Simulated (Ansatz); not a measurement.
# TaMn2F2: the cost of one run

Method: DFT PBE, scalar-relativistic, plane waves, PAW, in Ansatz 0.2.0.

## (1) The starting structure

Symmetry: I4/mmm, No. 139, tetragonal system. The conventional cell has a = 3.628 Å, b = 3.628 Å, c = 9.520 Å, α = 90.00°, β = 90.00°, γ = 90.00°. Around Ta (site symmetry 4/mmm) lie 8 Mn at 2.83 Å and 8 F at 2.99 Å. Mn (site symmetry 4mm) is surrounded by 4 F at 2.16 Å and 1 Mn at 2.40 Å. Around F (site symmetry -4m2) lie 4 Mn at 2.16 Å and 4 Ta at 2.99 Å.

As a file:

```
CELL_PARAMETERS angstrom
-1.81412 1.81412 4.75982
1.81412 -1.81412 4.75982
1.81412 1.81412 -4.75982
ATOMIC_POSITIONS crystal
Ta 0.00000 0.00000 0.00000
Mn 0.62600 0.62600 0.00000
Mn 0.37400 0.37400 0.00000
F 0.25000 0.75000 0.50000
F 0.75000 0.25000 0.50000
```

(A quick probe on a coarse mesh, which set the mesh and smearing, is not shown.)

## (3) Rough relaxation on the coarse mesh

Input file input.yaml:

```yaml
crystal:
  lattice:
    - [-1.814120227, 1.814120227, 4.7598203977]
    - [1.814120227, -1.814120227, 4.7598203977]
    - [1.814120227, 1.814120227, -4.7598203977]
  atoms:
    - { symbol: Ta, position: [0.0, 0.0, 0.0], spin: -1.53 }
    - { symbol: Mn, position: [0.626, 0.626, 0.0], spin: 3.5 }
    - { symbol: Mn, position: [0.374, 0.374, 0.0], spin: 3.5 }
    - { symbol: F, position: [0.25, 0.75, 0.5] }
    - { symbol: F, position: [0.75, 0.25, 0.5] }
basis:
  ecutwfc: 420
kpoints:
  mp_grid: { grid: [6, 6, 6] }
hamiltonian:
  xc: pbe
scf:
  occupations: { method: gaussian, width: 0.1 }
  lower_state_search: "off"
output:
  forces: true
  stress: true
  eigenvalues: true
  populations: true
magnetization:
  spin_polarized: true
relax:
  adjacent_minimum: "off"
  f_tol: 0.04
  max_steps: 70
  cell: { stress_tol: 0.4 }
```

Command:

```sh
> ansatz run input.yaml --threads 1 --pin off --max-ram 2560MiB --backend cpu --events-out ev --progress --plain --runs-dir out
```

Q: Estimate wall time and peak memory on 1 thread of Arm Neoverse V2, shared host.

About 1.7 min, with a peak of 0.43 GiB.
